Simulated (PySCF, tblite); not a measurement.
# C4H10OSi: geometry, infrared bands and NMR shifts

Aim: predict the infrared bands and NMR shifts of C4H10OSi (`CO[C@@H]1C[C@@H]1[SiH3]`).

Computed with tblite 0.8.0 and PySCF 2.14.0, with density-fitted response routines of our own, on a single molecule in the gas phase. Atoms are numbered from 0 throughout.

### 1 Starting geometry

16 atoms, charge 0, multiplicity 1; geometry from: force field or distance geometry start.

Bonds of the start (Å): C0–O1 1.40, O1–C2 1.38, C2–C3 1.53, C3–C4 1.51, C4–Si5 1.85, C4–C2 1.51, C0–H6 1.10, C0–H7 1.10, C0–H8 1.12, C2–H9 1.12, C3–H10 1.12, C3–H11 1.11, C4–H12 1.12, Si5–H13 1.47, Si5–H14 1.46, Si5–H15 1.48.

### 2 Optimising the geometry with GFN2-xTB

The job: settings as JSON, then the geometry in Å.

```
{"job": {"kind": "relax", "xc": "GFN2-xTB", "basis": "xTB"}, "charge": 0, "multiplicity": 1}
C      2.349500     0.744000    -0.281500
O      1.039600     0.322700    -0.562500
C      0.486300    -0.378000     0.491700
C     -0.383900    -1.564500     0.066700
C     -1.011600    -0.351300     0.708300
Si    -2.128700     0.730500    -0.299100
H      3.026900    -0.096000    -0.067200
H      2.740500     1.294600    -1.148000
H      2.278800     1.467600     0.566100
H      1.083800    -0.524900     1.428500
H     -0.502800    -1.745400    -1.027200
H     -0.255200    -2.475900     0.689800
H     -1.332700    -0.458600     1.770800
H     -2.758800    -0.089800    -1.339600
H     -1.459400     1.862200    -0.934100
H     -3.179800     1.271600     0.594700
```

The run is started by

```bash
$ OMP_NUM_THREADS=1 python probes_run.py task.json out
```

One launch serves the whole session: the jobs run in the order shown.

**Question.** This job is followed by: GFN2-xTB harmonic vibrations, gas phase; GIAO PBE0/pcSseg-1 NMR shielding, non-relativistic, gas phase. What will the session give for the following? strongest single infrared mode (GFN2-xTB); zero-point energy (GFN2-xTB); 13C shifts against TMS (PBE0/pcSseg-1); 1H shifts against TMS (PBE0/pcSseg-1, means over atoms taken as alike); 17O shifts against H2O (PBE0/pcSseg-1); 29Si shifts against TMS (PBE0/pcSseg-1); surface potential, 1st and 99th percentile.

As calculated:

| quantity | value |
| --- | --- |
| strongest single infrared mode (GFN2-xTB) | 801 cm⁻¹, 392 km/mol |
| zero-point energy (GFN2-xTB) | 78.7 kcal/mol |
| 13C shifts against TMS (PBE0/pcSseg-1) | 59.6, 58.9, 12.7, 1.1 ppm |
| 1H shifts against TMS (PBE0/pcSseg-1, means over atoms taken as alike) | 3.86, 3.48, 3.32, 0.54, 0.41, 0.08 ppm |
| 17O shifts against H2O (PBE0/pcSseg-1) | 37.3 ppm |
| 29Si shifts against TMS (PBE0/pcSseg-1) | -65.0 ppm |
| surface potential, 1st and 99th percentile | -1.27 V and 0.79 V |

What this shows: Over 161 steps the energy fell by 0.364 eV; of the close pairs, C3–H10 changed most, 1.115 to 1.079 Å. All 42 modes are real, so the xTB geometry is a minimum. The strongest single mode, at 801 cm⁻¹, moves mainly H15 and H13. Unscaled tight-binding wavenumbers are off by several per cent, some by more. Its intensities can rank the bands wrongly. At PBE0/pcSseg-1: Shielding is most anisotropic at C2 (span 119 ppm, paramagnetic term -119 ppm).
